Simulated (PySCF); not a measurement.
# CH7GeNSe: the cost of one run

The runs use PySCF 2.14.0, with density-fitted response routines of our own; the level of theory stands in each step. All values are computed, except where a source is named. Atoms are numbered from 0 throughout.

## (1) The molecule as given

11 atoms, charge 0, multiplicity 1; geometry from: GFN2-xTB. The atoms were then displaced at random by about 0.01 Å, so the start is not that level's minimum.

Bonds of the start (Å): C0–Se1 1.95, Se1–Ge2 2.32, Ge2–N3 1.85, C0–H4 1.10, C0–H5 1.06, C0–H6 1.11, Ge2–H7 1.51, Ge2–H8 1.50, N3–H9 0.97, N3–H10 1.01.

## (2) Optimising the geometry at PBE0-D3(BJ)/def2-SVP

Job settings and geometry (Å):

```
{"job": {"xc": "PBE0", "basis": "def2-SVP", "d3": "d3bj", "grid": 1, "shake": 0.01, "kind": "geom"}, "charge": 0, "multiplicity": 1}
C     -2.269690    -0.194260     0.022070
Se    -0.818160     0.710910     0.962910
Ge     0.917610    -0.288900    -0.206530
N      2.452630     0.671280     0.188150
H     -2.110950    -0.133650    -1.063460
H     -2.374040    -1.195650     0.346520
H     -3.189680     0.370850     0.263940
H      1.270350    -1.697880     0.222210
H      0.549190    -0.343420    -1.661780
H      3.281930     0.402280    -0.244620
H      2.328930     1.672620     0.194850
```

Launch:

```
OMP_NUM_THREADS=1 python probes_run.py task.json out
```

The driver reads the jobs from task.json and runs them one after another.

Q: Estimate the wall time and peak memory of this first job on 1 thread of Arm Neoverse N1, shared host.

About 1.8 min, with a peak of 0.52 GiB.
